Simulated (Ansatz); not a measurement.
# ZrH₂ (septet): wave-function methods side by side, def2-QZVPP

An exercise on one series of results from a longer session: the logs are not shown, and one member is left open.

Program: Ansatz 0.2.0, Gaussian basis. Level of theory: def2-QZVPP, core rule «outside noble gas», up to 4 orbitals frozen. These are calculated values, not measurements.

To be run: UHF; ROHF; CCSD(T) on UHF.

## What is computed

The geometry is a PBE0/def2-TZVP stationary point (not a proven minimum) of the parent state, kept for this charge and spin. No spin-orbit coupling is included. Elements past krypton take def2 core potentials.

3 atoms, charge 0, spin multiplicity 7.

Atoms are counted from 1 here; the program's logs count them from 0.

Bond lengths: Zr1–H2 1.969 Å, Zr1–H3 1.969 Å. Angles: H2–Zr1–H3 180.0°.

Set-up of the first run:

Contents of in.yaml:

```yaml
crystal:
  periodic: [false, false, false]
  atoms:
    - {symbol: Zr, position_ang: [0.000000, 0.000000, 0.000000]}
    - {symbol: H, position_ang: [0.000000, 0.000000, -1.968800]}
    - {symbol: H, position_ang: [0.000000, 0.000000, 1.968800]}
basis:
  gaussian: {orbitals: "def2-QZVPP.json"}
magnetization: {spin_polarized: true, initial_magnetization: 6}
hamiltonian: {xc: hf}
output: {orbitals: {seedname: orbitals}}
```

Started as:

```
> ansatz run in.yaml --threads 1 --pin off --events-out ev --progress --plain --max-ram 2816MiB --backend cpu
```

Among the steps run: UHF; ROHF; CCSD(T) on UHF.

One of the session's tables, all rows but one given; the rest of the session is left out.

It belongs to the step «Misses and costs». 

```
  method  from UCCSD(T) (meV)
    ROHF                    ?
     UHF              +1572.0
    UMP2               +343.0
   UCCSD                +48.4
UCCSD(T)                    0
```

Q: Estimate the row for ROHF from the others.

The run gave: from UCCSD(T) (meV): +1699.4. In the column «from UCCSD(T) (meV)» it is the highest.
